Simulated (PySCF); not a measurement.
# N2Yb (Yb(N2)3+): the cost of one run

Computed with PySCF 2.14.0. Level: several levels, as the steps say, no spin–orbit coupling.

3 further runs of the same task are left out: 2 for a known fault of the program, 1 that didn't finish.

### Step 1. The system as given

3 atoms, charge 3, spin multiplicity 1.

Bond lengths: Yb1–N2 2.318 Å, N2–N3 1.125 Å. Angles: Yb1–N2–N3 180.0°.

As a file:

```
atom    x (Å)    y (Å)     z (Å)
 Yb1  0.00000  0.00000  -0.36858
  N2  0.00000  0.00000   1.94923
  N3  0.00000  0.00000   3.07427
```

Formal oxidation states: Yb +3. Each metal's 13 4f electrons lie in its core potential, so multiplicities, spins and levels count the valence alone. An earlier session relaxed this geometry at BP86, Yb lcecp-1-SVP with ECP59, N def2-SVP (singlet, point group C∞v).

At BP86 on the finer grid: E = -147.431241 Eh, HOMO -26.80 eV, LUMO -22.66 eV, Mulliken charge on Yb1 +2.62 e, largest force component 0.010 eV/Å. 

Levels to run: revPBE; r2SCAN; PBE0; HF; BP86, TZVP. Hardware: 2 threads of Intel Xeon 6975P-C (Granite Rapids), shared host.

### Step 2. revPBE

run.py (the lines that set the calculation)

```python
mol = gto.M(atom='''
Yb     0.00000     0.00000    -0.36858
N      0.00000     0.00000     1.94923
N      0.00000     0.00000     3.07427''',
    basis={'Yb': 'lcecp-1-SVP', 'N': 'def2-SVP'},
    ecp={'Yb': 'lcecp-1-SVP'},
    charge=3, spin=0)
mf = dft.RKS(mol, xc='PBE_R,PBE')
mf.grids.atom_grid = (75, 302)  # f atoms: unpruned, at least (60, 302)
mf = mf.density_fit()  # fitting sets: Yb AutoAux, N def2-universal-JKFIT
mf.conv_tol = 1e-08; mf.max_cycle = 55
mf.kernel(dm0)  # dm0: the density of the relaxed state
```

Command:

```sh
$ OMP_NUM_THREADS=2 python run.py
```

**Question.** How long does this run take on 2 threads of Intel Xeon 6975P-C (Granite Rapids), shared host?

About 1.2 s.
